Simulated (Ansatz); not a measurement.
# C2H3ClHfO2: the cost of one run

Computed with Ansatz 0.2.0, Gaussian basis. Level: the settings change from run to run.

1 further run of the same task is left out (for a known fault of the program). Runs told in other sessions of the task aren't counted.

## (1) The molecule

The geometry comes from an earlier relaxation with PBE0-D4 in a triple-zeta def2 set; it is a stationary point, not always the lowest conformer. Hf takes a core potential in def2 sets; no spin-orbit term is included.

SMILES `C#[C][Hf]([OH])([OH])[Cl]`, 9 atoms, charge 0, spin multiplicity 1.

Atoms are counted from 1 here; the program's logs count them from 0.

Bond lengths: C1–C2 1.214 Å, C1–H7 1.067 Å, C2–Hf3 2.188 Å, Hf3–O4 1.900 Å, Hf3–O5 1.900 Å, Hf3–Cl6 2.362 Å, O4–H8 0.952 Å, O5–H9 0.952 Å. Angles: C2–C1–H7 179.9°, C1–C2–Hf3 178.8°, C2–Hf3–O4 107.2°, C2–Hf3–O5 107.2°, C2–Hf3–Cl6 109.6°, O4–Hf3–O5 112.1°, O4–Hf3–Cl6 110.3°, O5–Hf3–Cl6 110.3°, Hf3–O4–H8 169.1°, Hf3–O5–H9 169.7°.

## (2) wB97X/def2-SVP

This run has charge -1, multiplicity 2, restricted open-shell orbitals, coordinates scaled by 1.05, density fitting with def2-universal-jkfit, the search for lower states set to off.

Input file in.yaml:

```yaml
crystal:
  periodic: [false, false, false]
  atoms:
    - {symbol: C, position_ang: [2.480440, -0.341938, -1.385414]}
    - {symbol: C, position_ang: [1.348991, -0.116026, -0.842677]}
    - {symbol: Hf, position_ang: [-0.698355, 0.326127, 0.101595]}
    - {symbol: O, position_ang: [-1.741976, -1.374405, 0.073718]}
    - {symbol: O, position_ang: [-0.364215, 0.972052, 1.959464]}
    - {symbol: Cl, position_ang: [-1.864410, 2.071958, -1.218586]}
    - {symbol: H, position_ang: [3.474208, -0.539167, -1.863684]}
    - {symbol: H, position_ang: [-2.304598, -2.183205, 0.240394]}
    - {symbol: H, position_ang: [-0.330065, 1.184594, 2.935200]}
basis:
  gaussian: {orbitals: def2-SVP, fitting: {mean_field: def2-universal-jkfit}}
total_charge: -1
magnetization: {spin_polarized: false, initial_magnetization: 1}
hamiltonian: {xc: {name: wB97X}}
scf: {lower_state_search: off}
```

On the command line:

```
$ ansatz run in.yaml --threads 4 --pin off --events-out ev --progress --plain --max-ram 10444MiB
```

Q: Estimate wall time and peak memory on 4 threads of Arm Neoverse V1, shared host.

About 6.5 s, with a peak of 0.3 GiB.
